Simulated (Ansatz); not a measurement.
**CH₃AlF₂Se: basis-set convergence**

One table from this session's results is given with a row withheld; the runs are named, their logs left out.

Method: one geometry, several basis sets; program: Ansatz 0.2.0, Gaussian basis.

The runs, in order: PBE0-D4/def2-SVP; ωB97M-V/def2-SVP; PBE0-D4/def2-QZVPP; ωB97M-V/def2-QZVPP; the functionals' def2-TZVPP values are taken from earlier runs.

## The relaxed structure

The geometry comes from an earlier relaxation with PBE0-D4 in a triple-zeta def2 set; it is a stationary point, not always the lowest conformer.

8 atoms, charge 0, spin multiplicity 1.

Atoms are counted from 1 here; the program's logs count them from 0.

Bond lengths: C1–Se2 1.970 Å, C1–H6 1.087 Å, C1–H7 1.087 Å, C1–H8 1.087 Å, Se2–Al3 2.275 Å, Al3–F4 1.638 Å, Al3–F5 1.643 Å. Angles: Se2–C1–H6 107.8°, Se2–C1–H7 111.0°, Se2–C1–H8 107.6°, H6–C1–H7 110.1°, H6–C1–H8 110.3°, H7–C1–H8 110.0°, C1–Se2–Al3 97.6°, Se2–Al3–F4 121.3°, Se2–Al3–F5 120.0°, F4–Al3–F5 118.6°.

The first run:

The input, in.yaml:

```yaml
crystal:
  periodic: [false, false, false]
  atoms:
    - {symbol: C, position_ang: [-0.615135, -0.234093, 1.272742]}
    - {symbol: Se, position_ang: [0.576783, -1.317875, 0.139014]}
    - {symbol: Al, position_ang: [0.815669, 0.177192, -1.559435]}
    - {symbol: F, position_ang: [1.734989, -0.164787, -2.871255]}
    - {symbol: F, position_ang: [0.060399, 1.634122, -1.485149]}
    - {symbol: H, position_ang: [-1.552232, -0.774521, 1.381212]}
    - {symbol: H, position_ang: [-0.796193, 0.740520, 0.827327]}
    - {symbol: H, position_ang: [-0.132182, -0.117559, 2.239843]}
basis:
  gaussian: {orbitals: def2-SVP}
hamiltonian: {xc: pbe0, dispersion: d4}
output: {orbitals: {seedname: orbitals}}
```

On the command line:

```sh
$ ansatz run in.yaml --threads 4 --pin off --events-out ev --progress --plain --max-ram 10444MiB
```

Among the steps run: PBE0-D4 in def2-SVP; ωB97M-V in def2-SVP; PBE0-D4 in def2-QZVPP; ωB97M-V in def2-QZVPP.

One of the session's tables, all rows but one given; the rest of the session is left out.

It belongs to the step «Density functionals: the series». 

| functional | basis | HOMO (eV) |
| --- | --- | --- |
| PBE0-D4 | def2-SVP | ? |
| PBE0-D4 | def2-TZVPP | -7.31 |
| PBE0-D4 | def2-QZVPP | -7.32 |
| ωB97M-V | def2-SVP | -9.31 |
| ωB97M-V | def2-TZVPP | -9.43 |
| ωB97M-V | def2-QZVPP | -9.45 |

Q: Estimate the row for PBE0-D4, def2-SVP from the others.

The run gave: HOMO (eV): -7.21. In the column «HOMO (eV)» it is the highest.
